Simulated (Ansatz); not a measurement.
**TiSe: a trial structure relaxed**

Aim: relax TiSe from this start, structure reported for this formula (P6_3/mmc, No. 194), and see where it ends.

Program: Ansatz 0.2.0. Level of theory: DFT r2SCAN, scalar-relativistic, plane waves, PAW. These are calculated values, not measurements.

1 further run of the same task is left out (it didn't finish).

**1. The structure to begin with**

It takes space group P6_3/mmc (No. 194, hexagonal). Conventional cell: a = 3.559 Å, b = 3.559 Å, c = 6.220 Å, α = 90.00°, β = 90.00°, γ = 120.00°. Ti (site symmetry -3m) is surrounded by 6 Se at 2.58 Å. Se (site symmetry -6m2) has 6 Ti at 2.58 Å as nearest neighbours.

Coordinates:

```cif
data_structure
_symmetry_space_group_name_H-M 'P 1'
_symmetry_Int_Tables_number 1
_cell_length_a 3.5590
_cell_length_b 3.5590
_cell_length_c 6.2200
_cell_angle_alpha 90.000
_cell_angle_beta 90.000
_cell_angle_gamma 120.000
_cell_volume 68.23
loop_
_atom_site_label
_atom_site_type_symbol
_atom_site_fract_x
_atom_site_fract_y
_atom_site_fract_z
_atom_site_occupancy
Ti1 Ti 0.00000 0.00000 0.00000 1
Ti2 Ti 0.00000 0.00000 0.50000 1
Se1 Se 0.33333 0.66667 0.25000 1
Se2 Se 0.66667 0.33333 0.75000 1
```

**2. Probe: one point at the start**

The input, input.yaml:

```yaml
crystal:
  lattice:
    - [3.5589980895, 0.0, 0.0]
    - [-1.7794990448, 3.0821827575, 0.0]
    - [0.0, 0.0, 6.22]
  atoms:
    - { symbol: Ti, position: [0.0, 0.0, 0.0], spin: 1.0 }
    - { symbol: Ti, position: [0.0, 0.0, 0.5], spin: 1.0 }
    - { symbol: Se, position: [0.3333333333, 0.6666666667, 0.25] }
    - { symbol: Se, position: [0.6666666667, 0.3333333333, 0.75] }
basis:
  ecutwfc: 500
kpoints:
  mp_grid: { grid: [6, 6, 4] }
hamiltonian:
  xc: r2scan
scf:
  occupations: { method: gaussian, width: 0.1 }
  lower_state_search: "off"
output:
  forces: true
  stress: true
  eigenvalues: true
  populations: true
magnetization:
  spin_polarized: true
```

Run with:

```
> ansatz run input.yaml --threads 1 --pin off --max-ram 2560MiB --backend cpu --events-out ev --progress --plain --runs-dir out
```

Log, shortened:

```text
Warning: RAYON_NUM_THREADS=1 ignored (pool sized by the plan → 1); use --threads N
[...]
Pseudopotentials: kind: paw
Pseudopotential: Ti, paw, valence charge 12, recommended cutoff 500 eV (meta_gga), Ti.paw.azcp
Pseudopotential: Se, paw, valence charge 16, recommended cutoff 500 eV (meta_gga), Se.paw.azcp
Functional definition: r2SCAN
[...]
Crystal: 4 atoms, lattice volume = 68.230 Å³
Basis set: ecut = 500 eV, 1751 PW (Γ), exchange–correlation on 108×108×192 points (64 copies of the dense FFT grid, shifted against one another)
Bands: 35, of which v1, the nominal top of the filled ones, is band 28 counted from 1 (27 counted from 0)
Symmetry: 24 space group operations
Space group: P63/mmc (ITA 194), of the structure as read, at distance tolerance 4.1e-5 Å
Magnetic group: BNS 194.263 (UNI 1493), of the structure as read, at distance tolerance 4.1e-5 Å
k-points: 21 of 144
[...]
Starting moments: Σ|m| = 2 μB on 2 of 4 sites
[...]
SCF iter   1: F=-15964.066235 eV  HF=-15971.128692 eV  |F-HF|=7.06e0  |Δ(HF+E_count)|=         —  Δρ=5.03e-2 (↑4.13e-2 ↓5.03e-2)  dr2=8.58e0  dr2_τ=5.48e-2  dr2_m=8.34e-2  M=1.780 μB ∫|m|=2.015 μB  β_m=0.30  ethr=3.10e-3  ⟨swp⟩=5.3  Hψ=5025  notcnv=0
[...]
spin=Collinear: Kerker preconditioning applied to the charge; magnetization (m = ρ↑ − ρ↓) channel mixes plain (no charge-response kernel on spin).
[...]
this state was not tested for a lower state beside it, because the mixer in use, unlike msr1, does not test its closes by its own steps (another_mixer; see scf.mixing.algorithm and scf.lower_state_search)
SCF converged after 16 iterations
Magnetization: 1.7471 μB (28.8735 up, 27.1265 down)
Absolute magnetization: 1.8287 μB (∫|ρ↑−ρ↓|, with the PAW one-centre terms)
Spin contamination: 0.0419 ħ² per cell (⟨S²⟩ above its minimum at these occupations)
Per-site moments (μB) at R_I (Å): [(0.6716620604089526, 1.0629526162082796), (0.6716620604089518, 1.0629526162082796), (-0.008013412349211161, 1.0629526162082796), (-0.008013412349211145, 1.0629526162082796)]
Free energy (F): -15969.782294 eV
[...]
E sigma→0 (E₀):  -15969.773769 eV
Entropy (-TS):   -0.017051 eV (-4.263 meV/atom)
Fermi energy:    14.943352 eV
[...]
--- Forces (eV/Å), atoms counted from 1 ---
  atom   1  Ti    -0.00000000    -0.00000000     0.00000000
  atom   2  Ti    -0.00000000    -0.00000000     0.00000000
  atom   3  Se     0.00000000    -0.00000000    -0.00000000
  atom   4  Se    -0.00000000     0.00000000     0.00000000
[...]
--- Stress (GPa, compression-positive) ---
        4.544159       0.000000      -0.000000
        0.000000       4.544159      -0.000000
       -0.000000      -0.000000       9.747198
  P = ⅓ Tr σ = 6.2785 GPa (62.785 kbar)
--- Band table (eV; the first three rows and the last of 42) ---
[...]
--- Löwdin populations: 4 sites ---
  site symbol       q [e]    m [muB]
     0     Ti     11.5095     0.8960
     1     Ti     11.5095     0.8960
     2     Se     16.3483    -0.0443
     3     Se     16.3483    -0.0443
  spilling = 0.005079 (of n_electrons = 56.000000)
```

Run time: 12 s. Hardware: 1 thread of Intel Xeon 6975P-C (Granite Rapids), shared host; peak memory 0.61 GiB.

Per atom:

```tsv
atom	moment in the atom's sphere (μB)	Löwdin electrons
Ti1	0.67	11.51
Ti2	0.67	11.51
Se3	-0.01	16.35
Se4	-0.01	16.35
```

The Löwdin counts miss 0.28 of the 56 electrons, which the atomic orbitals do not span, so they are no charges.

Read-out: pressure 6.3 GPa, largest force 0.00 eV/Å, gap on this mesh none (metal). Stress or forces are large, so a loose relaxation on a coarse mesh comes first.

**3. Coarse relaxation**

Edit input.yaml of step 2 so:

```diff
@@ -6,4 +6,4 @@
   atoms:
-    - { symbol: Ti, position: [0.0, 0.0, 0.0], spin: 1.0 }
-    - { symbol: Ti, position: [0.0, 0.0, 0.5], spin: 1.0 }
+    - { symbol: Ti, position: [0.0, 0.0, 0.0], spin: 0.74 }
+    - { symbol: Ti, position: [0.0, 0.0, 0.5], spin: 0.74 }
     - { symbol: Se, position: [0.3333333333, 0.6666666667, 0.25] }
@@ -26 +26,6 @@
   spin_polarized: true
+relax:
+  adjacent_minimum: "off"
+  f_tol: 0.04
+  max_steps: 70
+  cell: { stress_tol: 0.4 }
```

Run with:

```
> ansatz run input.yaml --threads 1 --pin off --max-ram 2560MiB --backend cpu --events-out ev --progress --plain --runs-dir out
```

Log, shortened:

```text
Warning: RAYON_NUM_THREADS=1 ignored (pool sized by the plan → 1); use --threads N
[...]
[... 4 set-up lines as earlier in the session ...]
[...]
Crystal: 4 atoms, lattice volume = 68.230 Å³
Basis set: ecut = 500 eV, 1751 PW (Γ), exchange–correlation on 108×108×192 points (64 copies of the dense FFT grid, shifted against one another)
Bands: 35, of which v1, the nominal top of the filled ones, is band 28 counted from 1 (27 counted from 0)
[... 2 set-up lines as earlier in the session ...]
Magnetic group: BNS 194.263 (UNI 1493), of the structure as read, at distance tolerance 4.1e-5 Å
k-points: 21 of 144
[...]
Starting moments: Σ|m| = 1.48 μB on 2 of 4 sites
[...]
--- Relaxed structure (3 steps of the walk, 3 accepted, 1 SCFs on fresh bases) ---
  F+E_penalty+E_count = -15969.87124055 eV   max|allowed force component| = 3.701e-17 eV/Å   (the final SCF, on the basis selected at the relaxed cell)
  cell:  # Å, volume = 71.6398 Å³
    - [3.5732047385282883, 2.8982777896953782e-11, 8.387117669665358e-34]
    - [-1.786602369289244, 3.094486076473939, -7.825287318136093e-34]
    - [6.351809486080861e-34, -3.4202051078896934e-34, 6.479001468931776]
  atoms:
    - { symbol: Ti, position: [7.806518168475037e-34, -1.0609586805573095e-34, 3.012490903097666e-34] }
    - { symbol: Ti, position: [-1.3714976732819084e-34, 6.05332253295238e-35, 0.5] }
    - { symbol: Se, position: [0.33333333333333337, 0.6666666666666669, 0.25] }
    - { symbol: Se, position: [0.6666666666666667, 0.3333333333333333, 0.75] }
--- Löwdin populations: 4 sites ---
  site symbol       q [e]    m [muB]
     0     Ti     11.4632     0.9907
     1     Ti     11.4632     0.9907
     2     Se     16.3984    -0.0584
     3     Se     16.3984    -0.0584
  spilling = 0.004942 (of n_electrons = 56.000000)
```

Run time: 37 s. Hardware: 1 thread of Intel Xeon 6975P-C (Granite Rapids), shared host; peak memory 0.64 GiB.

The steps of the relaxation:

```csv
step,energy from step 1 (eV/cell),largest force component (eV/Å),pressure (GPa),volume (Å³)
1,0.0000,0.0000,6.28,68.23
2,-0.0854,0.0000,-0.67,71.96
3,-0.0876,0.0000,-0.01,71.64
4,-0.0889,0.0000,0.00,71.64
```

Step 1 is the start. Step 4 repeats the geometry before it on a plane-wave basis chosen anew for that cell, so its energy need not be comparable with the rows above.

|  | before | after | change |
| --- | --- | --- | --- |
| a (Å) | 3.559 | 3.573 | +0.4 % |
| b (Å) | 3.559 | 3.573 | +0.4 % |
| c (Å) | 6.220 | 6.479 | +4.2 % |
| volume (Å³/atom) | 17.06 | 17.91 | +5.0 % |
| shortest distance (Å) | 2.577 | 2.623 | +1.8 % |
| space group (0.01 Å) | P6_3/mmc | P6_3/mmc | same |

The run keeps the 24 symmetry operations of the start, so it could not have lowered the symmetry.

Per atom:

```tsv
atom	moment in the atom's sphere (μB)	Löwdin electrons
Ti1	0.75	11.46
Ti2	0.75	11.46
Se3	-0.02	16.40
Se4	-0.02	16.40
```

The Löwdin counts miss 0.28 of the 56 electrons, which the atomic orbitals do not span, so they are no charges.

**4. Full relaxation**

The input, input.yaml:

```yaml
crystal:
  lattice:
    - [3.5732047385, 0.0, 0.0]
    - [-1.7866023693, 3.0944860765, 0.0]
    - [0.0, 0.0, 6.4790014689]
  atoms:
    - { symbol: Ti, position: [0.0, 0.0, 0.0], spin: 0.83 }
    - { symbol: Ti, position: [0.0, 0.0, 0.5], spin: 0.83 }
    - { symbol: Se, position: [0.3333333333, 0.6666666667, 0.25] }
    - { symbol: Se, position: [0.6666666667, 0.3333333333, 0.75] }
basis:
  ecutwfc: 500
kpoints:
  mp_grid: { grid: [18, 18, 8] }
hamiltonian:
  xc: r2scan
scf:
  occupations: { method: gaussian, width: 0.1 }
output:
  forces: true
  stress: true
  eigenvalues: true
  populations: true
magnetization:
  spin_polarized: true
relax:
  adjacent_minimum: "off"
  f_tol: 0.01
  max_steps: 80
  cell: { stress_tol: 0.05 }
```

Run with:

```
> ansatz run input.yaml --threads 1 --pin off --max-ram 2560MiB --backend cpu --events-out ev --progress --plain --runs-dir out
```

Log, shortened:

```text
Warning: RAYON_NUM_THREADS=1 ignored (pool sized by the plan → 1); use --threads N
[...]
[... 4 set-up lines as earlier in the session ...]
[...]
Crystal: 4 atoms, lattice volume = 71.640 Å³
Basis set: ecut = 500 eV, 1859 PW (Γ), exchange–correlation on 108×108×192 points (64 copies of the dense FFT grid, shifted against one another)
Bands: 35, of which v1, the nominal top of the filled ones, is band 28 counted from 1 (27 counted from 0)
[... 1 set-up line as earlier in the session ...]
Space group: P63/mmc (ITA 194), of the structure as read, at distance tolerance 4.2e-5 Å
Magnetic group: BNS 194.263 (UNI 1493), of the structure as read, at distance tolerance 4.2e-5 Å
k-points: 185 of 2592
[...]
  F+E_penalty+E_count = -15969.87463312 eV   max|allowed force component| = 2.949e-17 eV/Å   (the final SCF, on the basis selected at the relaxed cell)
  cell:  # Å, volume = 71.8840 Å³
    - [3.586658379151602, 2.89762696982821e-11, 2.2507761693938534e-20]
    - [-1.7933291896008952, 3.1061372710271185, -1.1253880847123633e-20]
    - [4.0811493252705924e-20, 6.509622864794738e-33, 6.452401493300465]
  atoms:
    - { symbol: Ti, position: [3.2647847771363825e-34, -5.154040754678634e-35, -2.5922919396096954e-35] }
    - { symbol: Ti, position: [3.3101920919155616e-34, -4.5057337415557336e-35, 0.49999999999999994] }
    - { symbol: Se, position: [0.33333333333333337, 0.6666666666666667, 0.24999999999999997] }
    - { symbol: Se, position: [0.6666666666666667, 0.33333333333333326, 0.7499999999999999] }
--- Löwdin populations: 4 sites ---
  site symbol       q [e]    m [muB]
     0     Ti     11.4600     1.0455
     1     Ti     11.4600     1.0455
     2     Se     16.4040    -0.0647
     3     Se     16.4040    -0.0647
  spilling = 0.004858 (of n_electrons = 56.000000)
```

Run time: 5 min. Hardware: 1 thread of Intel Xeon 6975P-C (Granite Rapids), shared host; peak memory 1.2 GiB.

Relaxation path:

| step | energy from step 1 (eV/cell) | largest force component (eV/Å) | pressure (GPa) | volume (Å³) |
| --- | --- | --- | --- | --- |
| 1 | 0.0000 | 0.0000 | 0.06 | 71.64 |
| 2 | -0.0005 | 0.0000 | 0.16 | 71.77 |
| 3 | -0.0005 | 0.0000 | -0.10 | 71.98 |
| 4 | -0.0006 | 0.0000 | 0.00 | 71.88 |
| 5 | -0.0007 | 0.0000 | 0.00 | 71.88 |

Step 1 is the start. Step 5 repeats the geometry before it on a plane-wave basis chosen anew for that cell, so its energy need not be comparable with the rows above.

|  | before | after | change |
| --- | --- | --- | --- |
| a (Å) | 3.573 | 3.587 | +0.4 % |
| b (Å) | 3.573 | 3.587 | +0.4 % |
| c (Å) | 6.479 | 6.452 | -0.4 % |
| volume (Å³/atom) | 17.91 | 17.97 | +0.3 % |
| shortest distance (Å) | 2.623 | 2.625 | +0.1 % |
| space group (0.01 Å) | P6_3/mmc | P6_3/mmc | same |

Forces and stress were held to the start's 24 operations: a distortion of lower symmetry was not tested.

By site:

```tsv
atom	moment in the atom's sphere (μB)	Löwdin electrons
Ti1	0.79	11.46
Ti2	0.79	11.46
Se3	-0.02	16.40
Se4	-0.02	16.40
```

The Löwdin counts miss 0.27 of the 56 electrons, which the atomic orbitals do not span, so they are no charges.

**5. Results**

Formation energies count from the elements, computed with the same settings in runs not shown here.

| quantity | value |
| --- | --- |
| cell | a = 3.587 Å, b = 3.587 Å, c = 6.452 Å, α = 90.00°, β = 90.00°, γ = 120.00° |
| space group | P6_3/mmc (No. 194) |
| volume | 17.97 Å³/atom |
| gap on the mesh | none (metal) |
| formation energy from the elements | -1.219 eV/atom |
| largest moment | 0.79 μB |

The space group stayed P6_3/mmc, and from the first guess the volume went from 17.06 to 17.97 Å³/atom. With -1.22 eV/atom it lies under the elements, which doesn't yet make it stable against other compounds of them. The magnetic state reached may not be the lowest one. The small moment in this metal comes from r2SCAN alone, which enlarges such moments; no other functional was run here.
